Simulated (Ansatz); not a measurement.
# Cl₂FGeH₃Si: basis-set convergence

How large a basis does Cl₂FGeH₃Si need? Two functionals are run in growing sets.

Program: Ansatz 0.2.0, Gaussian basis. Level of theory: one geometry, several basis sets. These are calculated values, not measurements.

Levels to be run: PBE0-D4/def2-SVP; ωB97M-V/def2-SVP; PBE0-D4/def2-QZVPP; ωB97M-V/def2-QZVPP; the functionals' def2-TZVPP values are taken from earlier runs.

**1. The geometry**

The geometry comes from an earlier relaxation with PBE0-D4 in a triple-zeta def2 set; it is a stationary point, not always the lowest conformer.

8 atoms, charge 0, spin multiplicity 1.

Atoms are counted from 1 here; the program's logs count them from 0.

Bond lengths: F1–Si2 1.592 Å, Si2–Cl3 2.037 Å, Si2–Ge4 2.387 Å, Si2–H6 1.481 Å, Ge4–Cl5 2.157 Å, Ge4–H7 1.536 Å, Ge4–H8 1.536 Å. Angles: F1–Si2–Cl3 108.8°, F1–Si2–Ge4 108.9°, F1–Si2–H6 107.8°, Cl3–Si2–Ge4 108.8°, Cl3–Si2–H6 108.3°, Ge4–Si2–H6 114.2°, Si2–Ge4–Cl5 106.3°, Si2–Ge4–H7 113.3°, Si2–Ge4–H8 112.1°, Cl5–Ge4–H7 107.1°, Cl5–Ge4–H8 107.1°, H7–Ge4–H8 110.5°.

**2. PBE0-D4 in def2-SVP**

File in.yaml:

```yaml
crystal:
  periodic: [false, false, false]
  atoms:
    - {symbol: F, position_ang: [-1.434927, -0.834524, -1.543025]}
    - {symbol: Si, position_ang: [-1.154837, 0.106399, -0.289512]}
    - {symbol: Cl, position_ang: [-1.290870, 2.049621, -0.883789]}
    - {symbol: Ge, position_ang: [1.058872, -0.303807, 0.504752]}
    - {symbol: Cl, position_ang: [2.391601, 0.322448, -1.071776]}
    - {symbol: H, position_ang: [-2.215106, -0.148670, 0.712321]}
    - {symbol: H, position_ang: [1.343337, -1.789108, 0.772517]}
    - {symbol: H, position_ang: [1.394031, 0.540641, 1.742812]}
basis:
  gaussian: {orbitals: def2-SVP}
hamiltonian: {xc: pbe0, dispersion: d4}
output: {orbitals: {seedname: orbitals}}
```

Further steps of the session: ωB97M-V in def2-SVP; PBE0-D4 in def2-QZVPP; ωB97M-V in def2-QZVPP.

Before running them: what should the planned runs give, taken together? Wanted: PBE0-D4: double and triple zeta above quadruple; ωB97M-V: double and triple zeta above quadruple.

The runs gave:

| quantity | value |
| --- | --- |
| PBE0-D4: double and triple zeta above quadruple | 24.65, 2.38 eV |
| ωB97M-V: double and triple zeta above quadruple | 24.51, 2.29 eV |

In words: PBE0-D4 gains 22.27 eV from double to triple zeta, then 2.38 eV more. These are total energies; as a rule much of such shifts cancels in differences, which this series doesn't test. The LUMO of ωB97M-V is positive and keeps falling with the basis (1.02 to 0.43 eV): an unbound level that the basis holds in place.
